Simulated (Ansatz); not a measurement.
# YI: equation of state with PBE

Crystal: YI.

```
I Y
1.0
     3.95597    0.00000    0.00000
    -1.97799    3.42597    0.00000
     0.00000    0.00000   11.07948
I Y
2 2
Direct
  0.66667 0.33333 0.18002
  0.33333 0.66667 0.81998
  0.33333 0.66667 0.37327
  0.66667 0.33333 0.62673
```

The cell comes from a database or a generator and needn't be the stable form of this composition.

| Quantity | Value |
| --- | --- |
| Program | Ansatz 0.2.0 |
| Task | equation of state |
| Functional | PBE |
| Potentials or basis | Ansatz PAW |
| Cutoff | 420 eV |
| Density cutoff | 1680 eV |
| k mesh | 8 × 8 × 3 |
| Occupations | fermi-dirac, width 0.05 eV |
| Spin | no spin polarisation |

The equilibrium volume is 37.48 Å³/atom, the bulk modulus at fixed shape and positions is 35 GPa and the pressure derivative of the bulk modulus is 4.1.

Energy against volume, from the lowest point:
```csv
volume (Å³/atom),energy (meV/atom)
35.288,15.33
36.039,6.38
36.789,1.40
37.540,0.00
38.291,1.85
39.042,6.62
39.793,14.04
```

All runs of the series together: 29 s on 2 threads of Arm Neoverse V1 (shared host).

Caveat: the cell was scaled at fixed shape and fractional positions, which overstates the stiffness of a crystal with free parameters, most of all of layers and chains; this functional lacks dispersion, which binds the layers, so the pressure and a relaxed spacing across them are unreliable. The run has no spin-orbit coupling, so splittings on I are missing.
